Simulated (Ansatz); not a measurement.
# Ga3H: the cost of one run

Method: cc-pVTZ, core rule «outside noble gas», up to 42 orbitals frozen; program: Ansatz 0.2.0, Gaussian basis.

Plan: UHF; CCSD(T) on RHF; CCSD(T) on UHF; BCCD(T) on RHF; CCSDT(Q) on RHF; CCSDT(Q) on UHF.

5 further runs of the same task are left out: 1 that didn't finish, 4 set aside as unsound or not needed. Runs told in other sessions of the task aren't counted.

**1. The system**

The geometry is a PBE0/def2-TZVP stationary point (not a proven minimum). No spin-orbit coupling is included. The filled d shell of Ga may be among the frozen orbitals whatever the setting's name suggests.

4 atoms, charge 0, spin multiplicity 1.

Atoms are counted from 1 here; the program's logs count them from 0.

Bond lengths: Ga2–Ga3 2.477 Å, Ga3–H4 1.603 Å. Angles: Ga2–Ga3–H4 178.3°.

**2. UHF**

Input file in.yaml:

```yaml
crystal:
  periodic: [false, false, false]
  atoms:
    - {symbol: Ga, position_ang: [0.000000, -0.554546, 1.860735]}
    - {symbol: Ga, position_ang: [0.000000, 1.332276, -0.239685]}
    - {symbol: Ga, position_ang: [0.000000, -0.747840, -1.584981]}
    - {symbol: H, position_ang: [0.000000, -2.067633, -2.495079]}
basis:
  gaussian: {orbitals: cc-pVTZ}
magnetization: {spin_polarized: true, initial_magnetization: 0}
hamiltonian: {xc: hf}
output: {orbitals: {seedname: orbitals}}
```

The run is started by

```console
> ansatz run in.yaml --threads 1 --pin off --events-out ev --progress --plain --max-ram 2816MiB --backend cpu
```

**Question.** How long does this run take on 1 thread of AMD EPYC 7R13, shared host, and how much memory does it need?

About 2 min, with a peak of 0.57 GiB.
